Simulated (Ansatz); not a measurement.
**MnI3 (ReO3 type): other levels of theory at one geometry**

One table from this session's results is given with a row withheld; the runs are named, their logs left out.

Program: Ansatz 0.2.0. Level of theory: DFT at several levels, plane waves, PAW. These are calculated values, not measurements.

2 further runs of the same task are left out: 2 that didn't finish. Runs told in other sessions of the task aren't counted.

**The starting structure**

It takes space group Pm-3m (No. 221, cubic). The conventional cell has a = 5.749 Å, b = 5.749 Å, c = 5.749 Å, α = 90.00°, β = 90.00°, γ = 90.00°. Mn (site symmetry m-3m) is surrounded by 6 I at 2.87 Å. Around I (site symmetry 4/mmm) lie 2 Mn at 2.87 Å.

Coordinates:

```xyz
4
Lattice="5.7493 0.0000 0.0000 0.0000 5.7493 0.0000 0.0000 0.0000 5.7493" Properties=species:S:1:pos:R:3 pbc="T T T"
Mn    0.0000    0.0000    0.0000
I     2.8747    0.0000    0.0000
I     0.0000    0.0000    2.8747
I     0.0000    2.8747    0.0000
```

An earlier run at PBE+U (U_eff = 3.9 eV on Mn 3d) left this cell at 47.510 Å³/atom and 0.00 GPa (6×6×6 mesh), no gap, spin moments in the atoms' spheres Mn 4.58; I -0.14 μB.

Levels to run: PBE+U with U = 2 eV on Mn 3d; PBE+U with U = 5 eV on Mn 3d; PBE+U with U = 3 eV on Mn 3d; PBE+U+SOC with U = 3.9 eV on Mn 3d, moments along [001]; HSE06. Hardware: 2 threads of Arm Neoverse V2, shared host.

Set-up of the first run:

input.yaml

```yaml
crystal:
  lattice:
    - [5.7493017988, 0.0, 0.0]
    - [0.0, 5.7493017988, 0.0]
    - [0.0, 0.0, 5.7493017988]
  atoms:
    - { symbol: Mn, position: [0.0, 0.0, 0.0], spin: 5.04 }
    - { symbol: I, position: [0.5, 0.0, 0.0] }
    - { symbol: I, position: [0.0, 0.0, 0.5] }
    - { symbol: I, position: [0.0, 0.5, 0.0] }
basis:
  ecutwfc: 420
  ecutrho_ratio: 4
kpoints:
  mp_grid: { grid: [6, 6, 6] }
hamiltonian:
  xc: pbe
  hubbard: { sites: [{ species: Mn, l: d, u_eff: 2.0 }] }
scf:
  occupations: { method: gaussian, width: 0.05 }
  lower_state_search: "off"
output:
  forces: true
  stress: true
  eigenvalues: true
  populations: true
  hubbard: { sites: [{ species: Mn, l: d }] }
  dos: { projected: true, de: 0.02 }
magnetization:
  spin_polarized: true
checkpoint:
  read: start.run
  write: ck
  compress: false
  write_wavefunctions: false
  write_every: 100000
```

start.run holds the state of a PBE+U run on this cell.

Command:

```console
$ ansatz run input.yaml --threads 2 --pin off --max-ram 2662MiB --backend cpu --events-out ev --progress --plain --runs-dir out
```

Steps of the session up to this table: PBE+U with U = 2 eV on Mn 3d; PBE+U with U = 5 eV on Mn 3d; PBE+U with U = 3 eV on Mn 3d; Seeding on a coarse mesh: PBE+U+SOC with U = 3.9 eV on Mn 3d, moments along [001]; PBE+U+SOC with U = 3.9 eV on Mn 3d, moments along [001]; HSE06.

One of the session's tables, all rows but one given; the rest of the session is left out.

```
                                                  level  largest spin moment (μB)
                         PBE+U with U = 3.9 eV on Mn 3d                      4.58
                           PBE+U with U = 2 eV on Mn 3d                      4.43
                           PBE+U with U = 3 eV on Mn 3d                         ?
                           PBE+U with U = 5 eV on Mn 3d                      4.63
PBE+U+SOC with U = 3.9 eV on Mn 3d, moments along [001]                      4.58
                                                  HSE06                      4.57
```

Estimate the missing values for PBE+U with U = 3 eV on Mn 3d.

The run gave: largest spin moment (μB): 4.51. In the column «largest spin moment (μB)» it lies between PBE+U with U = 2 eV on Mn 3d (4.43) and HSE06 (4.57).

The runs with HSE06 read the same PAW datasets as PBE, not ones made for them. Runs that start from the base's state can stay on it, so another U may have a lower state that wasn't reached. Total energies of different levels have different zeros and can't be compared.

Caveats from the session: Warnings in the runs' records: filled band counts differ across k points, xc potential rough in thin density, stress scf threshold loose, stability check not made.
